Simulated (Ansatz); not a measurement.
# C3H3BrS: how energies converge with the basis set

An exercise on one series of results from a longer session: the logs are not shown, and one member is left open.

The runs use Ansatz 0.2.0, Gaussian basis; one geometry, several basis sets.

Levels to be run: PBE0-D4/def2-SVP; ωB97M-V/def2-SVP; PBE0-D4/def2-QZVPP; ωB97M-V/def2-QZVPP; the functionals' def2-TZVPP values are taken from earlier runs.

### Structure used throughout

The geometry comes from an earlier relaxation with PBE0-D4 in a triple-zeta def2 set; it is a stationary point, not always the lowest conformer.

SMILES `CC1=C(Br)S1`, 8 atoms, charge 0, spin multiplicity 1.

Atoms are counted from 1 here; the program's logs count them from 0.

Bond lengths: C1–C2 1.455 Å, C1–H6 1.094 Å, C1–H7 1.094 Å, C1–H8 1.092 Å, C2–C3 1.276 Å, C2–S5 1.868 Å, C3–Br4 1.826 Å, C3–S5 1.806 Å. Angles: C2–C1–H6 110.3°, C2–C1–H7 110.3°, C2–C1–H8 110.3°, H6–C1–H7 107.6°, H6–C1–H8 109.1°, H7–C1–H8 109.1°, C1–C2–C3 156.1°, C1–C2–S5 136.8°, C3–C2–S5 67.1°, C2–C3–Br4 148.1°, C2–C3–S5 72.3°, Br4–C3–S5 139.6°, C2–S5–C3 40.6°.

Set-up of the first run:

in.yaml

```yaml
crystal:
  periodic: [false, false, false]
  atoms:
    - {symbol: C, position_ang: [-0.506915, -0.152835, 1.049578]}
    - {symbol: C, position_ang: [0.263441, 0.126348, -0.153167]}
    - {symbol: C, position_ang: [0.536976, 0.085304, -1.399297]}
    - {symbol: Br, position_ang: [0.076243, -0.491353, -3.069755]}
    - {symbol: S, position_ang: [1.833465, 1.042558, -0.583874]}
    - {symbol: H, position_ang: [0.104379, -0.697150, 1.774964]}
    - {symbol: H, position_ang: [-0.827908, 0.780504, 1.520748]}
    - {symbol: H, position_ang: [-1.387478, -0.750476, 0.805003]}
basis:
  gaussian: {orbitals: def2-SVP}
hamiltonian: {xc: pbe0, dispersion: d4}
output: {orbitals: {seedname: orbitals}}
```

On the command line:

```sh
> ansatz run in.yaml --threads 4 --pin off --events-out ev --progress --plain --max-ram 10444MiB
```

Among the steps run: PBE0-D4 in def2-SVP; ωB97M-V in def2-SVP; PBE0-D4 in def2-QZVPP; ωB97M-V in def2-QZVPP.

One table of the session follows, with a row left open; its other results are not shown here.

It belongs to the step «Density functionals: the series». 

```
functional       basis  HOMO (eV)
   PBE0-D4    def2-SVP      -5.37
   PBE0-D4  def2-TZVPP          ?
   PBE0-D4  def2-QZVPP      -5.57
   ωB97M-V    def2-SVP      -7.52
   ωB97M-V  def2-TZVPP      -7.69
   ωB97M-V  def2-QZVPP      -7.74
```

Q: Estimate the row for PBE0-D4, def2-TZVPP from the others.

The run gave: HOMO (eV): -5.52. In the column «HOMO (eV)» it lies between PBE0-D4, def2-QZVPP (-5.57) and PBE0-D4, def2-SVP (-5.37).
